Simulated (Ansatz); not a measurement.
CsLiCr2Te2S3 in Ansatz: convergence with k mesh

The system is CsLiCr2Te2S3.

```
Cs Li Cr Te S
1.0
     7.28959   -2.10433    0.01772
     7.28959    2.10433    0.01772
    -2.53315    0.00000    7.28100
Cs Li Cr Te S
1 1 2 2 3
Direct
  0.50000 0.50000 0.00000
  0.00000 0.00000 0.50000
  0.32870 0.32870 0.43300
  0.67130 0.67130 0.56700
  0.80672 0.80672 0.17427
  0.19328 0.19328 0.82573
  0.16358 0.16358 0.39713
  0.83642 0.83642 0.60287
  0.50000 0.50000 0.50000
```

The cell was built by a generator and needn't be a form met in nature.

```yaml
Program: Ansatz 0.2.0
Task: convergence study
Functional: PBE
Potentials_or_basis: Ansatz PAW
Cutoff: "420 eV (not typed: the program's choice for these potentials)"
k_mesh: 2 × 2 × 1
Occupations: fermi-dirac, width 0.05 eV
Spin: collinear spin, ferromagnetic start
Starting_moments: "[0.0, 0.0, 3.0, 3.0, 0.0, 0.0, 0.0, 0.0, 0.0] μB"
```

These are the settings of the first run; the series varies k mesh, with any setting tied to it.

Hardware: 8 threads of Arm Neoverse N1 (shared host).

Q: The values tried are 2 × 2 × 1, 3 × 3 × 2, 4 × 4 × 2, 5 × 5 × 3, 6 × 6 × 4, 8 × 8 × 4, 9 × 9 × 5, 11 × 11 × 6, loosest first. From which on does the absolute moment stay within 0.02 μB of the tightest run that finished?

A: From 8 × 8 × 4 on.

| k mesh | energy less the tightest run, at zero smearing (meV/atom) | pressure (GPa) | largest force (eV/Å) | absolute moment (μB) | SCF cycles | CPU time (s) | peak memory (GiB) |
| --- | --- | --- | --- | --- | --- | --- | --- |
| 2 × 2 × 1 | 46.46 | 0.50 | 0.600 | 6.89 | 18 | 25 | 0.76 |
| 3 × 3 × 2 | 5.13 | 0.00 | 0.116 | 6.92 | 18 | 56 | 0.99 |
| 4 × 4 × 2 | 3.44 | 0.13 | 0.063 | 7.02 | 17 | 89 | 1.2 |
| 5 × 5 × 3 | 1.30 | 0.05 | 0.040 | 7.04 | 17 | 140 | 1.3 |
| 6 × 6 × 4 | -0.03 | -0.02 | 0.067 | 6.97 | 18 | 280 | 1.6 |
| 8 × 8 × 4 | -0.27 | 0.01 | 0.013 | 6.99 | 17 | 460 | 2 |
| 9 × 9 × 5 | -0.25 | 0.01 | 0.013 | 6.99 | 17 | 670 | 2.4 |
| 11 × 11 × 6 | 0.00 | 0.00 | 0.029 | 6.99 | 17 | 1200 | 3.5 |

Against the tightest run, the energy stays within 1 meV/atom from 6 × 6 × 4 on; the pressure stays within 0.1 GPa from 5 × 5 × 3 on. Not settled before the last step: the largest force (to 0.005 eV/Å). Meshes of other sizes hit other points, so gaps and Fermi surfaces needn't settle smoothly. The tightest run that finished is the yardstick and may itself not be fully converged.

Caveat, for the tightest run too: only a ferromagnetic start was run, and an antiferromagnetic order may lie lower in energy. Spin-orbit coupling is left out, which matters for the levels of Cs, Te.
